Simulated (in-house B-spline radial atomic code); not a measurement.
# Yb²⁺: ionisation energy by several methods

The task here is to estimate one member of a computed series from the others.

Program: in-house B-spline radial atomic code version 1. Level of theory: scalar-relativistic (X2C), several functionals, spin-polarised; spherical all-electron atom at the radial basis limit. These are calculated values, not measurements, unless marked.

## The atom as given

| Property | Result |
| --- | --- |
| element | ytterbium (Z = 70) |
| charge | +2 |
| electrons | 68 |
| configuration | [Xe] 4f14 |
| nucleus | Fermi, rms radius 5.311 fm |

Outer shells as boxes (Hund's rule):

[Xe] 4f14
```
[Xe] core
4f [↑↓][↑↓][↑↓][↑↓][↑↓][↑↓][↑↓]
```

Where spins are not typed, each open shell is filled with up spins first.

Set-up of the first run:

Input settings:

```ini
Z = 70
electrons = 68.0
configuration = [Xe] 4f14
hamiltonian = x2c
method = lda,vwn
spin_polarised = True
nucleus = fermi
rms_radius = 5.3108
mass_number = 174
atomic_mass = 173.938867545
speed_of_light = 137.035999084
```

Among the steps run: LDA (VWN5); BP86; PBE; OLYP; LDA (PW92); AM05.

One of the session's tables, all rows but one given; the rest of the session is left out.

| method | ΔSCF (eV) |
| --- | --- |
| LDA (VWN5) | 26.694 |
| LDA (PW92) | 26.687 |
| BP86 | 26.427 |
| PBE | ? |
| OLYP | 26.683 |
| AM05 | 26.411 |

Estimate the missing values for PBE.

**Answer.** ΔSCF (eV): 26.332. In the column «ΔSCF (eV)» it is the lowest.
